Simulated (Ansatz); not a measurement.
# NaMg5Cl11: the cost of one run

Program: Ansatz 0.2.0. Level of theory: DFT PBE, scalar-relativistic, plane waves, PAW. These are calculated values, not measurements.

## (1) Starting point

The cell holds 17 atoms (Cl11Mg5Na): a = 7.339 Å, b = 7.493 Å, c = 8.059 Å, α = 92.73°, β = 92.60°, γ = 91.54°.

It is the last frame of an earlier stage of the same melt, run at 1600 K.

The coordinates stand in the first input below.

## (2) The last frame at 1600 K on a finer mesh

The electrons keep the Fermi-Dirac width of that temperature.

File input.yaml:

```yaml
crystal:
  lattice:
    - [7.335824, -0.1022, -0.17549]
    - [-0.1022, 7.490182, -0.186049]
    - [-0.17549, -0.186049, 8.054637]
  atoms:
    - { symbol: Na, position: [0.5825382773, 0.9887609537, 0.7115322837] }
    - { symbol: Cl, position: [0.795117332, 0.3282054108, 0.8640086456] }
    - { symbol: Cl, position: [0.1535029908, 0.5009341321, 0.1036522079] }
    - { symbol: Cl, position: [0.5124030967, 0.1462330187, 0.1086244157] }
    - { symbol: Cl, position: [0.850988745, 0.1141470261, 0.5184604009] }
    - { symbol: Cl, position: [0.9333422934, 0.8047558709, 0.7152254846] }
    - { symbol: Cl, position: [0.2387941598, 0.3531228092, 0.5350874546] }
    - { symbol: Cl, position: [0.6281113035, 0.7253044245, 0.1039524415] }
    - { symbol: Cl, position: [0.7210948832, 0.473589331, 0.3800327049] }
    - { symbol: Cl, position: [0.22716321, 0.8020003388, 0.3582816209] }
    - { symbol: Cl, position: [0.9876735019, 0.9801632352, 0.0382238639] }
    - { symbol: Cl, position: [0.3356403429, 0.8342209178, 0.7960160385] }
    - { symbol: Mg, position: [0.9295497555, 0.4703311689, 0.6242437629] }
    - { symbol: Mg, position: [0.3285468058, 0.8991872702, 0.080861714] }
    - { symbol: Mg, position: [0.8716670928, 0.6975581736, 0.9770999782] }
    - { symbol: Mg, position: [0.8208051116, 0.1894526981, 0.2210911027] }
    - { symbol: Mg, position: [0.4038015198, 0.5304547222, 0.3367374276] }
basis:
  ecutwfc: 420
kpoints:
  mp_grid: { grid: [3, 3, 3] }
hamiltonian:
  xc: pbe
scf:
  occupations: { method: fermi_dirac, width: 0.1379 }
output:
  forces: true
  stress: true
  eigenvalues: true
  populations: true
```

Launch:

```
$ ansatz run input.yaml --threads 2 --pin off --max-ram 5120MiB --backend cpu --events-out ev --progress --plain --runs-dir out
```

Q: Estimate wall time and peak memory on 2 threads of Arm Neoverse V2, shared host.

About 33 s, with a peak of 0.93 GiB.
